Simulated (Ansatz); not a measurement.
# TiHg: the cost of one run

Method: DFT LDA, scalar-relativistic, in Ansatz 0.2.0.

### 1 The structure to begin with

It takes space group P4/mmm (No. 123, tetragonal). Conventional cell: a = 3.009 Å, b = 3.009 Å, c = 4.041 Å, α = 90.00°, β = 90.00°, γ = 90.00°. Around Ti (site symmetry 4/mmm) lie 8 Hg at 2.93 Å and 4 Ti at 3.01 Å. Around Hg (site symmetry 4/mmm) lie 8 Ti at 2.93 Å and 4 Hg at 3.01 Å.

Coordinates:

```cif
data_structure
_symmetry_space_group_name_H-M 'P 1'
_symmetry_Int_Tables_number 1
_cell_length_a 3.0090
_cell_length_b 3.0090
_cell_length_c 4.0410
_cell_angle_alpha 90.000
_cell_angle_beta 90.000
_cell_angle_gamma 90.000
_cell_volume 36.59
loop_
_atom_site_label
_atom_site_type_symbol
_atom_site_fract_x
_atom_site_fract_y
_atom_site_fract_z
_atom_site_occupancy
Ti1 Ti 0.50000 0.50000 0.50000 1
Hg1 Hg 0.00000 0.00000 0.00000 1
```

Atoms are numbered in the order of the input: Ti1, Hg2.

### 2 The deformed structure

Space group P4/mmm before, P4/mmm after.

### 3 LAPW, all electrons

Input file input.yaml:

```yaml
crystal:
  lattice:
    - [3.06918, 0.0, 0.0]
    - [0.0, 3.06918, 0.0]
    - [0.0, 0.0, 4.041]
  atoms:
    - { symbol: Ti, position: [0.5, 0.5, 0.5] }
    - { symbol: Hg, position: [0.0, 0.0, 0.0] }
kpoints:
  mp_grid: { grid: [14, 14, 10] }
  band_path:
    path:
      - [0.0, 0.0, 0.0]
      - [0.0, 0.5, 0.0]
      - [0.5, 0.5, 0.0]
      - [0.0, 0.0, 0.0]
      - [0.0, 0.0, 0.5]
      - [0.0, 0.5, 0.5]
      - [0.5, 0.5, 0.5]
      - [0.0, 0.0, 0.5]
      - [0.0, 0.5, 0.0]
    npoints: 5
scf:
  occupations: { method: fermi_dirac, width: 0.08 }
hamiltonian:
  xc: lda
  pseudopotentials: { kind: all_electron, lapw: { basis_error: 0.001 } }
output:
  forces: true
  stress: true
  eigenvalues: true
```

Started as:

```
> ansatz run input.yaml --threads 1 --pin off --max-ram 3072MiB --backend cpu --events-out ev --progress --plain --runs-dir out
```

Q: Estimate wall time and peak memory on 1 thread of Intel Xeon 6975P-C (Granite Rapids), shared host.

About 34 s, with a peak of 0.77 GiB.
